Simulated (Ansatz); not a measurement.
# CH6Ge: the cost of one run

Program: Ansatz 0.2.0. Level of theory: the levels named in each step. These are calculated values, not measurements.

## 1. The structure to begin with

Bond lengths: C1–Ge2 1.958 Å, C1–H3 1.088 Å, C1–H4 1.086 Å, C1–H5 1.088 Å, Ge2–H6 1.494 Å, Ge2–H7 1.494 Å, Ge2–H8 1.494 Å. Angles: C1–Ge2–H6 111.4°, C1–Ge2–H7 111.4°, C1–Ge2–H8 111.4°, H6–Ge2–H7 107.5°, H6–Ge2–H8 107.5°, H7–Ge2–H8 107.5°, Ge2–C1–H3 110.7°, Ge2–C1–H4 110.8°, Ge2–C1–H5 110.7°, H3–C1–H4 108.1°, H3–C1–H5 108.2°, H4–C1–H5 108.1°.

Coordinates:

```xyz
8

C    -1.6279   -0.1896    0.0232
Ge    0.3171    0.0369   -0.0045
H    -2.0873    0.5094    0.7182
H    -1.8951   -1.1964    0.3308
H    -2.0503   -0.0139   -0.9636
H     0.6991    1.4229   -0.4114
H     0.9626   -0.9067   -0.9665
H     0.9150   -0.2160    1.3412
```

## 2. A rough first relaxation, PBE-D4/def2-SVP

This run stands in another session on the same molecule. It ended at:

```xyz
8

C    -1.6324   -0.1898    0.0232
Ge    0.3223    0.0376   -0.0046
H    -2.0922    0.5234    0.7343
H    -1.8955   -1.2189    0.3350
H    -2.0550   -0.0067   -0.9836
H     0.6952    1.4831   -0.4314
H     0.9705   -0.9535   -1.0087
H     0.9204   -0.2283    1.4033
```

## 3. Relaxation, HF/STO-3G

input.yaml reads:

```yaml
crystal:
  periodic: [false, false, false]
  atoms:
    - { symbol: C, position_ang: [-1.63236362, -0.18977475, 0.02318909] }
    - { symbol: Ge, position_ang: [0.322312, 0.03762118, -0.00458469] }
    - { symbol: H, position_ang: [-2.09224569, 0.52336295, 0.73430209] }
    - { symbol: H, position_ang: [-1.89548799, -1.21894741, 0.33504295] }
    - { symbol: H, position_ang: [-2.05496571, -0.00671907, -0.98360718] }
    - { symbol: H, position_ang: [0.6952038, 1.48312037, -0.43143653] }
    - { symbol: H, position_ang: [0.97048286, -0.95352572, -1.00866433] }
    - { symbol: H, position_ang: [0.92037436, -0.22834756, 1.40333863] }
basis:
  gaussian: { orbitals: STO-3G }
hamiltonian:
  xc: hf
relax:
  f_tol: 0.002
  max_steps: 150
```

Launch:

```
$ ansatz run input.yaml --threads 2 --pin off --max-ram 5120MiB --backend cpu --events-out ev --progress --plain --runs-dir out
```

**Question.** How long does this run take on 2 threads of Intel Xeon 6975P-C (Granite Rapids), shared host, and how much memory does it need?

About 1.2 s, with a peak of 0.1 GiB.
